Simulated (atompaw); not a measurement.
# Changing the settings of a PAW (atompaw) potential for Hf

One potential is built and tested. Then one design choice at a time is changed, to learn what it costs or gains.

Program: atompaw 4.2.0.5. Reference atom: LDA (PW92), scalar-relativistic, spherical and spin-unpolarised. All values are calculated.

8 further runs of the same task are left out: 2 that didn't finish, 6 set aside as unsound or not needed.

## 1. The atom and the settings

The settings as typed:

| Quantity | Value |
| --- | --- |
| element | hafnium (Hf, Z = 72) |
| type | PAW |
| frozen core | [Xe] |
| valence charge | 18 |
| reference configuration | 4f14 5d1 6s0 6p0 (charge +3) |
| partial waves | 6s (bound, empty): rc 2.80 bohr; 6s channel at -1.05 Ry: rc 2.80 bohr; 6p (bound, empty): rc 2.70 bohr; 6p channel at 3.3 Ry: rc 2.80 bohr; 5d (bound): rc 2.80 bohr; 5d channel at -1.3 Ry: rc 2.80 bohr; 4f (bound): rc 0.65 bohr; 4f channel at 1.3 Ry: rc 0.65 bohr |
| local potential | ultrasoft scheme with l = 4 at 1 Ry, radius 2.30 bohr |
| core correction | smooth core density matched at 1.95 bohr |
| augmentation charge | besselshape compensation charge, radius 2.65 bohr; PAW radius 2.80 bohr; waves and projectors: custom polynom vanderbiltortho |

An earlier all-electron run gives the scale for the radii.

All-electron outer shells of the reference configuration (LDA (PW92), scalar-relativistic, ld1.x):

```json
{"shell": "5s", "level (eV)": "-94.58", "outermost node (bohr)": "0.55", "outermost maximum (bohr)": "1.01"}
{"shell": "5p", "level (eV)": "-62.80", "outermost node (bohr)": "0.60", "outermost maximum (bohr)": "1.16"}
{"shell": "4f", "level (eV)": "-44.52", "outermost node (bohr)": "–", "outermost maximum (bohr)": "0.45"}
{"shell": "5d", "level (eV)": "-27.43", "outermost node (bohr)": "0.66", "outermost maximum (bohr)": "1.59"}
{"shell": "6s", "level (eV)": "-26.11", "outermost node (bohr)": "1.34", "outermost maximum (bohr)": "2.52"}
{"shell": "6p", "level (eV)": "-19.24", "outermost node (bohr)": "1.58", "outermost maximum (bohr)": "3.04"}
```

## 2. Generation of the first potential

Input file Hf.input:

```
Hf 72
LDA-PW scalarrelativistic loggrid 2001 logderivrange -5 5 251
6 6 5 4 0 0
6 0 0
6 1 0
5 2 1
0 0 0
c
c
c
c
c
v
c
c
c
c
v
c
c
v
v
3
2.80 2.65 2.30 1.95
y
-1.05
n
y
3.3
n
y
-1.3
n
y
1.3
n
custom polynom vanderbiltortho besselshape
4 1 ultrasoft
2.80
2.80
2.70
2.80
2.80
2.80
0.65
0.65
PWSCFOUT
UPFDX 0.0125d0 UPFXMIN -7.d0 UPFZMESH 72.d0
END
```

Started as:

```
$ atompaw < Hf.input > Hf.log
```

The output, the file Hf (summary file):

```text
 Completed calculations for Hf (AE)

 Exchange-correlation type: LDA, Perdew-Wang correlation

 Radial integration grid is logarithmic 
 r0 =   9.4764859E-05 h =   6.8230699E-03   n =      2001 rmax =   8.0000000E+01

 Scalar relativistic calculation

 AEatom converged in  40 iterations
   nz     =  72.00
   delta  =       2.763699905492E-15

 All Electron Orbital energies:         
  n  l      occupancy      energy
  1  0      2.0000000E+00 -4.7965105E+03
  2  0      2.0000000E+00 -8.2205865E+02
  3  0      2.0000000E+00 -1.8882465E+02
  4  0      2.0000000E+00 -3.9606266E+01
  5  0      2.0000000E+00 -6.9517069E+00
  6  0      0.0000000E+00 -1.9194097E+00
  2  1      6.0000000E+00 -7.2233641E+02
  3  1      6.0000000E+00 -1.5903818E+02
  4  1      6.0000000E+00 -2.9830430E+01
  5  1      6.0000000E+00 -4.6158607E+00
  6  1      0.0000000E+00 -1.4143026E+00
  3  2      1.0000000E+01 -1.2372475E+02
  4  2      1.0000000E+01 -1.7197616E+01
  5  2      1.0000000E+00 -2.0157499E+00
  4  3      1.4000000E+01 -3.2718595E+00

 Total energy
   Total                    :   -30135.10900757199852

 ---
 Completed calculations for Hf (SC)

 Exchange-correlation type: LDA, Perdew-Wang correlation

 Radial integration grid is logarithmic 
 r0 =   9.4764859E-05 h =   6.8230699E-03   n =      2001 rmax =   8.0000000E+01

 Scalar relativistic calculation

 SCatom converged in   2 iterations
   nz     =  72.00
   delta  =       4.880182574925E-17

 Valence Electron Orbital energies:         
  n  l      occupancy      energy
   6  0      0.0000000E+00 -1.9194097E+00
   6  1      0.0000000E+00 -1.4143026E+00
   5  2      1.0000000E+00 -2.0157499E+00
   4  3      1.4000000E+01 -3.2718595E+00

 Total energy
   Total                    :   -30135.10900753891474
   Valence                  :     -862.32588343343082

 PAW parameters: 
       lmax =            3
         rc =    2.8062996073367499     
        irc =         1510
   rc_shape =    2.6572195560737648     
    rc_vloc =    2.3024881329708089     
    rc_core =    1.9546855481360261     
   Vloc: Non norm-conserving form with l= 4;e=   1.0000E+00
   Projector type: polynomial pseudization + Vanderbilt ortho.
   Bessel compensation charge shape zeroed at   2.6572E+00

 Number of basis functions     8
 No.   n  nodes  l      Energy         Cp coeff         Occ
  1    6    5    0   -0.1919410E+01  0.6535660E+02  0.0000000E+00
  2  999    6    0   -0.1050000E+01  0.5058116E+01  0.0000000E+00
  3    6    4    1   -0.1414303E+01  0.1593903E+02  0.0000000E+00
  4  999    5    1    0.3300000E+01  0.1063796E+00  0.0000000E+00
  5    5    2    2   -0.2015750E+01 -0.1790824E+02  0.1000000E+01
  6  999    3    2   -0.1300000E+01 -0.9566244E+00  0.0000000E+00
  7    4    0    3   -0.3271860E+01 -0.3162422E+00  0.1400000E+02
  8  999    1    3    0.1300000E+01 -0.8816919E-01  0.0000000E+00

 Eigenvalues of overlap operator (in the basis of projectors):
    1        3.21192406E-02
    2        4.19671005E-02
    3        2.62562105E-01
    4        8.89547697E-01
    5        4.38965294E+00
    6        9.90611119E+01
    7        1.58507930E+02
    8        1.79271437E+02

 Orbital leakage outside PAW augmentation regions
   orb  is_core?  %out_of_sphere
   1 0    T           0.00
   2 0    T           0.00
   3 0    T           0.00
   4 0    T           0.00
   5 0    T           0.08
   6 0    F          44.73
   2 1    T          -0.00
   3 1    T           0.00
   4 1    T           0.00
   5 1    T           0.67
   6 1    F          68.83
   3 2    T          -0.00
   4 2    T           0.00
   5 2    F          12.30
   4 3    F           0.07

 Summary of PAW energies
   Total valence energy     :   -862.32588581122718
   Smooth energy            :    350.20954727838915
   One center               :  -1212.53543308961639
   Smooth kinetic           :    455.09872383945697
   Vloc energy              :    -92.78016446097710
   Smooth exch-corr         :    -32.13847638665196
   One-center xc            :   -563.52874660204895
```

It took 25 s on 1 thread, shared host.

Partial waves on a coarse radial grid (AE all-electron, PS pseudo):

| r (bohr) | 5d AE | 5d PS |
| --- | --- | --- |
| 0.108 | 0.2197 | 0.0005 |
| 0.215 | 0.0147 | 0.0035 |
| 0.323 | -0.2731 | 0.0117 |
| 0.431 | -0.3337 | 0.0271 |
| 0.538 | -0.2211 | 0.0508 |
| 0.646 | -0.0343 | 0.0842 |
| 0.754 | 0.1622 | 0.1272 |
| 0.862 | 0.3382 | 0.1788 |
| 0.969 | 0.4816 | 0.2372 |
| 1.077 | 0.5936 | 0.3011 |
| 1.185 | 0.6753 | 0.3675 |
| 1.292 | 0.7304 | 0.4327 |
| 1.400 | 0.7644 | 0.4947 |
| 1.508 | 0.7806 | 0.5502 |
| 1.615 | 0.7826 | 0.5959 |
| 1.723 | 0.7734 | 0.6308 |
| 1.831 | 0.7555 | 0.6532 |
| 1.938 | 0.7312 | 0.6627 |
| 2.046 | 0.7017 | 0.6598 |
| 2.154 | 0.6688 | 0.6458 |
| 2.262 | 0.6337 | 0.6228 |
| 2.369 | 0.5975 | 0.5933 |
| 2.477 | 0.5605 | 0.5593 |
| 2.585 | 0.5236 | 0.5234 |
| 2.692 | 0.4875 | 0.4875 |
| 2.800 | 0.4521 | 0.4521 |

## 3. Does it scatter like the atom?

Taken from the files of the generation run. The phase is arctan(r·u′/u) with u = r·R, unwrapped, with energies in Ry. A pole is an energy at which the radial function vanishes at the test radius. The pseudo phase is shifted by a multiple of π to meet the all-electron one at the reference energy. Levels narrower than the energy grid can be missing from the poles. n/a: a narrow level or a reset projector energy made the automatic matching unsafe. The last column is the largest difference on the grid between −1 and +1 Ry.

```tsv
channel	radius (bohr)	reference (Ry)	poles AE	poles PS	window around the reference with phases within 0.05 rad (Ry)	largest difference near zero (rad)
s	2.81	-1.92	-0.01	-0.01	below 2.5	0.002
p	2.81	-1.41	-4.54, 1.49	1.47	-4.2 to 4.9	0.006
d	2.81	-2.02	-1.55, 4.08	-1.55, 4.33	the whole range	0.049
f	2.81	-3.27	1.60	1.60	n/a	n/a
```

Phases (rad) along the scan:

| E (Ry) | d AE | d PS | s AE | s PS |
| --- | --- | --- | --- | --- |
| -5.00 | 1.367 | 1.367 | 1.342 | 1.340 |
| -4.52 | 1.347 | 1.348 | 1.314 | 1.312 |
| -4.04 | 1.320 | 1.320 | 1.274 | 1.273 |
| -3.56 | 1.278 | 1.278 | 1.211 | 1.210 |
| -3.08 | 1.198 | 1.198 | 1.095 | 1.094 |
| -2.60 | 0.959 | 0.959 | 0.816 | 0.816 |
| -2.12 | -0.762 | -0.762 | -0.076 | -0.076 |
| -1.64 | -1.530 | -1.530 | -1.039 | -1.039 |
| -1.16 | -1.690 | -1.690 | -1.347 | -1.347 |
| -0.68 | -1.793 | -1.793 | -1.475 | -1.475 |
| -0.20 | -1.916 | -1.915 | -1.548 | -1.548 |
| 0.28 | -2.145 | -2.140 | -1.600 | -1.601 |
| 0.76 | -2.802 | -2.770 | -1.644 | -1.645 |
| 1.24 | -3.908 | -3.867 | -1.687 | -1.691 |
| 1.72 | -4.341 | -4.320 | -1.736 | -1.746 |
| 2.20 | -4.505 | -4.489 | -1.803 | -1.828 |
| 2.68 | -4.590 | -4.576 | -1.912 | -1.994 |
| 3.16 | -4.644 | -4.631 | -2.146 | -2.546 |
| 3.64 | -4.683 | -4.670 | -2.854 | -3.933 |
| 4.12 | -4.715 | -4.700 | -3.929 | -4.401 |
| 4.60 | -4.744 | -4.727 | -4.323 | -4.551 |

## 4. Cutoff and ghost test in a Bessel basis

This step uses the generator's waves and projectors in a separate script. Basis: spherical Bessel functions vanishing at 20 bohr, q² up to the cutoff; potential fixed at the reference.

Even at 400 Ry an occupied level stays 8 mRy from its reference, so no cutoffs are read. Ghost test: ghost states, bound below the all-electron valence or empty levels of the same l: s at -220.1 eV, p at -117.7 eV.

## 5. Variant: functional PBE

Edit Hf.input of step 2 so:

```diff
@@ -1,3 +1,3 @@
 Hf 72
-LDA-PW scalarrelativistic loggrid 2001 logderivrange -5 5 251
+GGA-PBE scalarrelativistic loggrid 2001 logderivrange -5 5 251
 6 6 5 4 0 0
```

Started as:

```
$ atompaw < Hf.input > Hf.log
```

Output in the file Hf (summary file):

```text
 Completed calculations for Hf (AE)

 Exchange-correlation type: GGA, Perdew-Burke-Ernzerhof

 Radial integration grid is logarithmic 
 r0 =   9.4764859E-05 h =   6.8230699E-03   n =      2001 rmax =   8.0000000E+01

 Scalar relativistic calculation

 AEatom converged in  45 iterations
   nz     =  72.00
   delta  =       4.210653036229E-17

 All Electron Orbital energies:         
  n  l      occupancy      energy
  1  0      2.0000000E+00 -4.8006321E+03
  2  0      2.0000000E+00 -8.2266186E+02
  3  0      2.0000000E+00 -1.8899445E+02
  4  0      2.0000000E+00 -3.9680358E+01
  5  0      2.0000000E+00 -6.9285165E+00
  6  0      0.0000000E+00 -1.9078293E+00
  2  1      6.0000000E+00 -7.2253247E+02
  3  1      6.0000000E+00 -1.5908616E+02
  4  1      6.0000000E+00 -2.9871169E+01
  5  1      6.0000000E+00 -4.5944656E+00
  6  1      0.0000000E+00 -1.4184374E+00
  3  2      1.0000000E+01 -1.2371169E+02
  4  2      1.0000000E+01 -1.7200230E+01
  5  2      1.0000000E+00 -1.9937316E+00
  4  3      1.4000000E+01 -3.2449470E+00

 Total energy
   Total                    :   -30153.20387603790368

 ---
 Completed calculations for Hf (SC)

 Exchange-correlation type: GGA, Perdew-Burke-Ernzerhof

 Radial integration grid is logarithmic 
 r0 =   9.4764859E-05 h =   6.8230699E-03   n =      2001 rmax =   8.0000000E+01

 Scalar relativistic calculation

 SCatom converged in   1 iterations
   nz     =  72.00
   delta  =       3.551458399981E-17

 Valence Electron Orbital energies:         
  n  l      occupancy      energy
   6  0      0.0000000E+00 -1.9078293E+00
   6  1      0.0000000E+00 -1.4184374E+00
   5  2      1.0000000E+00 -1.9937316E+00
   4  3      1.4000000E+01 -3.2449470E+00

 Total energy
   Total                    :   -30153.20387606247459
   Valence                  :     -880.27535865649838

 PAW parameters: 
       lmax =            3
         rc =    2.8062996073367499     
        irc =         1510
   rc_shape =    2.6572195560737648     
    rc_vloc =    2.3024881329708089     
    rc_core =    1.9546855481360261     
   Vloc: Non norm-conserving form with l= 4;e=   1.0000E+00
   Projector type: polynomial pseudization + Vanderbilt ortho.
   Bessel compensation charge shape zeroed at   2.6572E+00

 Number of basis functions     8
 No.   n  nodes  l      Energy         Cp coeff         Occ
  1    6    5    0   -0.1907829E+01  0.7081188E+02  0.0000000E+00
  2  999    6    0   -0.1050000E+01  0.5832855E+01  0.0000000E+00
  3    6    4    1   -0.1418437E+01  0.1665818E+02  0.0000000E+00
  4  999    5    1    0.3300000E+01  0.1023427E+00  0.0000000E+00
  5    5    2    2   -0.1993732E+01 -0.1851550E+02  0.1000000E+01
  6  999    3    2   -0.1300000E+01 -0.8334421E+00  0.0000000E+00
  7    4    0    3   -0.3244947E+01 -0.3234861E+00  0.1400000E+02
  8  999    1    3    0.1300000E+01 -0.1120487E+00  0.0000000E+00

 Eigenvalues of overlap operator (in the basis of projectors):
    1        3.34126818E-02
    2        5.34095137E-02
    3        2.24714798E-01
    4        9.90588831E-01
    5        4.89493684E+00
    6        1.09640586E+02
    7        1.83575719E+02
    8        1.91667768E+02

 Orbital leakage outside PAW augmentation regions
   orb  is_core?  %out_of_sphere
   1 0    T           0.00
   2 0    T           0.00
   3 0    T           0.00
   4 0    T           0.00
   5 0    T           0.08
   6 0    F          46.28
   2 1    T          -0.00
   3 1    T           0.00
   4 1    T           0.00
   5 1    T           0.67
   6 1    F          70.07
   3 2    T           0.00
   4 2    T           0.00
   5 2    F          12.79
   4 3    F           0.07

 Summary of PAW energies
   Total valence energy     :   -880.27536079761921
   Smooth energy            :    349.57161359283378
   One center               :  -1229.84697439045294
   Smooth kinetic           :    456.05571949765886
   Vloc energy              :    -93.67290444986607
   Smooth exch-corr         :    -32.94348608629299
   One-center xc            :   -580.81147485779172
```

It took 34 s on 1 thread, shared host.

Against the first potential, a bound ghost remains (s, p).

## 6. Now with local potential ultrasoft scheme with l = 4 at 1 Ry, radius 1.20 bohr

Edit Hf.input of step 5 so:

```diff
@@ -1,3 +1,3 @@
 Hf 72
-GGA-PBE scalarrelativistic loggrid 2001 logderivrange -5 5 251
+LDA-PW scalarrelativistic loggrid 2001 logderivrange -5 5 251
 6 6 5 4 0 0
@@ -23,3 +23,3 @@
 3
-2.80 2.65 2.30 1.95
+2.80 2.65 1.20 1.95
 y
```

Started as:

```
$ atompaw < Hf.input > Hf.log
```

What the program wrote to the file Hf (summary file):

```text
 Completed calculations for Hf (AE)

 Exchange-correlation type: LDA, Perdew-Wang correlation

 Radial integration grid is logarithmic 
 r0 =   9.4764859E-05 h =   6.8230699E-03   n =      2001 rmax =   8.0000000E+01

 Scalar relativistic calculation

 AEatom converged in  40 iterations
   nz     =  72.00
   delta  =       2.763699905492E-15

[... all-electron levels as in step 2 ...]

 Total energy
   Total                    :   -30135.10900757199852

 ---
 Completed calculations for Hf (SC)

 Exchange-correlation type: LDA, Perdew-Wang correlation

 Radial integration grid is logarithmic 
 r0 =   9.4764859E-05 h =   6.8230699E-03   n =      2001 rmax =   8.0000000E+01

 Scalar relativistic calculation

 SCatom converged in   2 iterations
   nz     =  72.00
   delta  =       4.880182574925E-17

 Valence Electron Orbital energies:         
  n  l      occupancy      energy
   6  0      0.0000000E+00 -1.9194097E+00
   6  1      0.0000000E+00 -1.4143026E+00
   5  2      1.0000000E+00 -2.0157499E+00
   4  3      1.4000000E+01 -3.2718595E+00

 Total energy
   Total                    :   -30135.10900753891474
   Valence                  :     -862.32588343343082

 PAW parameters: 
       lmax =            3
         rc =    2.8062996073367499     
        irc =         1510
   rc_shape =    2.6572195560737648     
    rc_vloc =    1.2041346289704902     
    rc_core =    1.9546855481360261     
   Vloc: Non norm-conserving form with l= 4;e=   1.0000E+00
   Projector type: polynomial pseudization + Vanderbilt ortho.
   Bessel compensation charge shape zeroed at   2.6572E+00

 Number of basis functions     8
 No.   n  nodes  l      Energy         Cp coeff         Occ
  1    6    5    0   -0.1919410E+01  0.2924120E+02  0.0000000E+00
  2  999    6    0   -0.1050000E+01  0.2008485E+01  0.0000000E+00
  3    6    4    1   -0.1414303E+01  0.9085406E+01  0.0000000E+00
  4  999    5    1    0.3300000E+01  0.4946246E-01  0.0000000E+00
  5    5    2    2   -0.2015750E+01  0.1260346E+01  0.1000000E+01
  6  999    3    2   -0.1300000E+01  0.3684315E-01  0.0000000E+00
  7    4    0    3   -0.3271860E+01  0.2341910E+02  0.1400000E+02
  8  999    1    3    0.1300000E+01  0.5721921E+01  0.0000000E+00

 Eigenvalues of overlap operator (in the basis of projectors):
    1        7.03351497E-03
    2        2.56746298E-02
    3        2.09679390E-01
    4        5.80637315E-01
    5        3.29533412E+02
    6        5.59723138E+02
    7        1.06093104E+03
    8        3.08748427E+03

 Orbital leakage outside PAW augmentation regions
   orb  is_core?  %out_of_sphere
   1 0    T           0.00
   2 0    T           0.00
   3 0    T           0.00
   4 0    T           0.00
   5 0    T           0.08
   6 0    F          44.73
   2 1    T          -0.00
   3 1    T           0.00
   4 1    T           0.00
   5 1    T           0.67
   6 1    F          68.83
   3 2    T          -0.00
   4 2    T           0.00
   5 2    F          12.30
   4 3    F           0.07

 Summary of PAW energies
   Total valence energy     :   -862.32588581124310
   Smooth energy            :    184.06110134977297
   One center               :  -1046.38698716101612
   Smooth kinetic           :    455.09872383945697
   Vloc energy              :   -258.92861038959330
   Smooth exch-corr         :    -32.13847638665196
   One-center xc            :   -563.52874660204895
```

Run time: 25 s. Hardware: 1 thread, shared host.

Compared with the first run, a bound ghost remains (s, p) and the phase difference near zero goes from 0.05 to 0.10 rad.

## 7. All runs side by side

Cutoffs, loose and tight: the cutoffs (Ry, on a coarse ladder) from which the occupation-weighted sum of valence levels, in a spherical-Bessel basis at the reference potential, stays within 10 and 1 mRy of its value at 400 Ry; empty and scattering waves don't count. The phase difference is the largest within 1 Ry of zero, over the channels with partial waves. A dash means not determined. 4 further runs were made in the same way; their inputs and logs are not shown.

```tsv
change	outcome	cutoff, loose	cutoff, tight	bound ghosts	phase difference near zero (rad)	lowest overlap eigenvalue (Bessel basis)
first potential	generated	–	–	s, p	0.049	0.058
functional PBE	generated	–	–	s, p	0.051	0.067
local potential ultrasoft scheme with l = 4 at 1 Ry, radius 1.20 bohr	generated	–	–	s, p	0.097	0.010
waves 5d channel at -1.3 Ry: rc 2.02 bohr	generated	–	–	s, p	1.168	0.058
all radii scaled by 1.13 (s 3.16, p 3.06, d 3.16, f 0.74 bohr); local potential ultrasoft scheme with l = 4 at 1 Ry, radius 2.60 bohr; augmentation besselshape compensation charge, radius 3.00 bohr; PAW radius 3.16 bohr; waves and projectors: custom polynom vanderbiltortho; core correction smooth core density matched at 2.20 bohr	generated	over 300 Ry	over 300 Ry	s	3.135	0.000
local potential troulliermartins scheme with l = 4 at 1 Ry, radius 2.30 bohr	generated	–	–	s, p	0.007	0.061
core [Kr] 4d10 4f14, valence charge 12; reference 5s2 5p6 5d2 6s2 6p0; waves now 5s (bound): rc 1.35 bohr; 6s (bound): rc 2.95 bohr; 5p (bound): rc 1.70 bohr; 6p (bound, empty): rc 2.95 bohr; 5d (bound): rc 2.95 bohr; 5d channel at 5.1 Ry: rc 2.95 bohr; local potential ultrasoft scheme with l = 3 at 1 Ry, radius 2.05 bohr; core correction smooth core density matched at 2.65 bohr (was smooth core density matched at 1.95 bohr); augmentation besselshape compensation charge, radius 2.90 bohr; PAW radius 2.95 bohr; waves and projectors: custom polynom vanderbiltortho	generated	35 Ry	55 Ry	none	0.036	0.453
```

**Reading.** 6 of the 7 potentials written have a bound ghost.

The first potential by itself. It has a bound ghost (s, p), a state that the atom doesn't have, and that rules the file out. Even at 400 Ry an occupied level stays 8 mRy from its reference, so no cutoffs are read. Near zero energy the largest phase difference among the channels read is 0.05 rad, in the d channel.
